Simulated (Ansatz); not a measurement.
# FH3S3Si: how energies converge with the basis set

One table from this session's results is given with a row withheld; the runs are named, their logs left out.

The runs use Ansatz 0.2.0, Gaussian basis; one geometry, several basis sets.

Levels to be run: PBE0-D4/def2-SVP; ωB97M-V/def2-SVP; PBE0-D4/def2-QZVPP; ωB97M-V/def2-QZVPP; the functionals' def2-TZVPP values are taken from earlier runs.

### The geometry

An earlier PBE0-D4 in a triple-zeta def2 set relaxation fixed the geometry.

SMILES `F[Si](S)(S)S`, 8 atoms, charge 0, spin multiplicity 1.

Atoms are counted from 1 here; the program's logs count them from 0.

Bond lengths: F1–Si2 1.595 Å, Si2–S3 2.112 Å, Si2–S4 2.112 Å, Si2–S5 2.112 Å, S3–H6 1.346 Å, S4–H7 1.346 Å, S5–H8 1.346 Å. Angles: F1–Si2–S3 109.4°, F1–Si2–S4 109.5°, F1–Si2–S5 109.4°, S3–Si2–S4 109.5°, S3–Si2–S5 109.5°, S4–Si2–S5 109.5°, Si2–S3–H6 93.6°, Si2–S4–H7 93.6°, Si2–S5–H8 93.6°.

Set-up of the first run:

File in.yaml:

```yaml
crystal:
  periodic: [false, false, false]
  atoms:
    - {symbol: F, position_ang: [-1.010693, 0.537273, 1.148004]}
    - {symbol: Si, position_ang: [-0.014095, 0.006004, 0.021897]}
    - {symbol: S, position_ang: [1.963443, 0.559943, 0.515952]}
    - {symbol: S, position_ang: [-0.539733, 0.854230, -1.839595]}
    - {symbol: S, position_ang: [-0.148661, -2.098503, -0.099466]}
    - {symbol: H, position_ang: [1.880256, 0.062762, 1.764177]}
    - {symbol: H, position_ang: [-0.547835, 2.111770, -1.358985]}
    - {symbol: H, position_ang: [-1.490483, -2.090679, -0.207685]}
basis:
  gaussian: {orbitals: def2-SVP}
hamiltonian: {xc: pbe0, dispersion: d4}
output: {orbitals: {seedname: orbitals}}
```

Started as:

```sh
$ ansatz run in.yaml --threads 4 --pin off --events-out ev --progress --plain --max-ram 10444MiB
```

Steps of the session up to this table: PBE0-D4 in def2-SVP; ωB97M-V in def2-SVP; PBE0-D4 in def2-QZVPP; ωB97M-V in def2-QZVPP.

One table of the session follows, with a row left open; its other results are not shown here.

It belongs to the step «Functionals by basis». 

| functional | basis | HOMO (eV) | LUMO (eV) |
| --- | --- | --- | --- |
| PBE0-D4 | def2-SVP | -7.91 | 0.38 |
| PBE0-D4 | def2-TZVPP | -8.02 | -0.04 |
| PBE0-D4 | def2-QZVPP | -8.06 | -0.22 |
| ωB97M-V | def2-SVP | ? | ? |
| ωB97M-V | def2-TZVPP | -10.20 | 1.83 |
| ωB97M-V | def2-QZVPP | -10.25 | 1.26 |

Estimate the missing values for ωB97M-V, def2-SVP.

**Answer.** HOMO (eV): -10.05; LUMO (eV): 2.37. In the column «HOMO (eV)» it lies between ωB97M-V, def2-TZVPP (-10.20) and PBE0-D4, def2-QZVPP (-8.06).
